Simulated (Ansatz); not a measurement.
# C3H6AlBr: one species, many methods

Aim: compute C3H6AlBr with functionals from several rungs and with coupled cluster. The yardstick is the atomisation energy at the CCSD(T) limit.

The runs use Ansatz 0.2.0, Gaussian basis; functionals in def2-TZVPP, the program's frozen cores in correlated methods.

Plan: PBE-D4, r2SCAN-D4, PBE0-D4, B3LYP-D4, ωB97X-V, ωB97M-V, B2PLYP; CCSD(T)/def2-TZVPP; MP2/def2-QZVPP; extrapolation to the limit.

## (1) The relaxed structure

All runs share one geometry, relaxed beforehand with PBE0-D4 in a triple-zeta def2 set.

11 atoms, charge 0, spin multiplicity 1.

Atoms are counted from 1 here; the program's logs count them from 0.

Bond lengths: C1–C2 1.497 Å, C1–H6 1.094 Å, C1–H7 1.094 Å, C1–H8 1.094 Å, C2–C4 1.337 Å, C2–Al5 1.934 Å, Br3–Al5 2.264 Å, C4–H9 1.088 Å, C4–H10 1.091 Å, Al5–H11 1.577 Å. Angles: C2–C1–H6 111.9°, C2–C1–H7 111.1°, C2–C1–H8 111.1°, H6–C1–H7 108.3°, H6–C1–H8 108.3°, H7–C1–H8 105.9°, C1–C2–C4 121.8°, C1–C2–Al5 125.1°, C4–C2–Al5 113.2°, C2–C4–H9 122.2°, C2–C4–H10 122.2°, H9–C4–H10 115.6°, C2–Al5–Br3 119.6°, C2–Al5–H11 121.9°, Br3–Al5–H11 118.5°.

## (2) PBE-D4 (GGA)

in.yaml reads:

```yaml
crystal:
  periodic: [false, false, false]
  atoms:
    - {symbol: C, position_ang: [-0.363122, -0.535279, 1.317130]}
    - {symbol: C, position_ang: [-0.054289, 0.199597, 0.049500]}
    - {symbol: Br, position_ang: [1.159811, -2.816207, -1.570887]}
    - {symbol: C, position_ang: [-0.275977, 1.512665, -0.074951]}
    - {symbol: Al, position_ang: [0.687887, -0.601879, -1.546604]}
    - {symbol: H, position_ang: [-0.771579, 0.129484, 2.084377]}
    - {symbol: H, position_ang: [-1.083873, -1.339254, 1.140756]}
    - {symbol: H, position_ang: [0.531752, -1.017447, 1.721610]}
    - {symbol: H, position_ang: [-0.054867, 2.054185, -0.992245]}
    - {symbol: H, position_ang: [-0.690486, 2.111832, 0.736849]}
    - {symbol: H, position_ang: [0.980146, 0.245203, -2.844831]}
basis:
  gaussian: {orbitals: def2-TZVPP}
hamiltonian: {xc: pbe, dispersion: d4}
output: {forces: true, orbitals: {seedname: orbitals}}
```

Launch:

```
$ ansatz run in.yaml --threads 4 --pin off --events-out ev --progress --plain --max-ram 10444MiB
```

Further steps of the session: r2SCAN-D4 (meta-GGA); PBE0-D4 (hybrid); B3LYP-D4 (hybrid); ωB97X-V (range-separated); ωB97M-V (range-separated); B2PLYP (double hybrid); CCSD(T) in def2-TZVPP; MP2 in def2-QZVPP.

**Question.** What will the summary of the whole plan be? Wanted: atomisation energy, CCSD(T)/CBS; farthest; mean size of error, hybrid; mean size of error, range-separated; gap, smallest and largest; T1 diagnostic; triples share of the correlation energy.

The runs gave:

| quantity | value |
| --- | --- |
| atomisation energy, CCSD(T)/CBS | 4121.0 kJ/mol |
| functionals within 41.2 kJ/mol (1.0 %) | r2SCAN-D4, PBE0-D4, B3LYP-D4, ωB97X-V, ωB97M-V |
| farthest | PBE-D4 (+60.2 kJ/mol) |
| mean size of error, hybrid | 13.2 kJ/mol |
| mean size of error, range-separated | 3.0 kJ/mol |
| gap, smallest and largest | 4.33 eV (PBE-D4), 10.60 eV (ωB97X-V) |
| T1 diagnostic | 0.0092 |
| triples share of the correlation energy | 3.9 % |

What this shows: PBE-D4 misses by +60.2 kJ/mol. Double hybrids carry the basis error of their MP2 part in triple zeta, and no dispersion term here, so their miss is partly the set-up's. The reference freezes the cores and leaves out relativity and excitations past (T), and its outer-core shells are covered unevenly, so misses under about 41.2 kJ/mol can't be ranked. All levels share the lack of spin-orbit coupling, which lowers the free heavy atoms and so the true binding. Hartree-Fock recovers 76 % of the binding; the rest is correlation. The gap grows from 4.3 to 10.6 eV across the functionals, mostly with the share of exact exchange. Correlated methods include outer-core shells of Br, which these sets cover unevenly.
